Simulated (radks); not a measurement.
**Taking charge from the 4f level of Hf²⁺ in fractions**

The task here is to estimate one member of a computed series from the others.

Program: radks (a radial shooting solver on a logarithmic mesh, Libxc functionals) version 1. Level of theory: scalar-relativistic Kohn-Sham, PBEsol, spin-polarised, spherical densities, point nucleus; open shells are filled with parallel spins first. These are calculated values, not measurements, unless marked.

### What is computed

- element: hafnium (Z = 72)
- charge: +2
- electrons: 70
- configuration: [Xe] 4f(up 7, down 7) 5d2

A shell typed twice in an input gives spin up, then spin down.

The first run:

The run's settings:

```text
Z 72
configuration [Xe] 4f7 4f7 5d2
relativity scalar-relativistic
functional pbe_sol,pbe_sol
spin polarised
nucleus point
c 137.035999084
```

Among the steps run: Start: [Xe] 4f(up 7, down 7) 5d2.

One of the session's tables, all rows but one given; the rest of the session is left out.

Sizes of the orbitals, from the radial functions (bohr):

| level | <r> | outermost maximum (interpolated) | 90 % within | nodes |
| --- | --- | --- | --- | --- |
| 5s up | 1.137 | 1.02 | 1.64 | 4 |
| 5s down | 1.132 | 1.01 | 1.63 | 4 |
| 5p up | 1.343 | 1.16 | 1.97 | 3 |
| 5p down | 1.332 | 1.16 | 1.95 | 3 |
| 4f up | 0.6790 | 0.454 | 1.15 | 0 |
| 4f down | 0.6738 | 0.454 | 1.14 | 0 |
| 5d up | ? | ? | ? | ? |
| 5d down | 2.093 | 1.62 | 3.26 | 2 |

**Question.** Estimate the row for 5d up.

As computed: <r>: 2.097; outermost maximum (interpolated): 1.65; 90 % within: 3.25; nodes: 2. In the column «<r>» it is the highest.
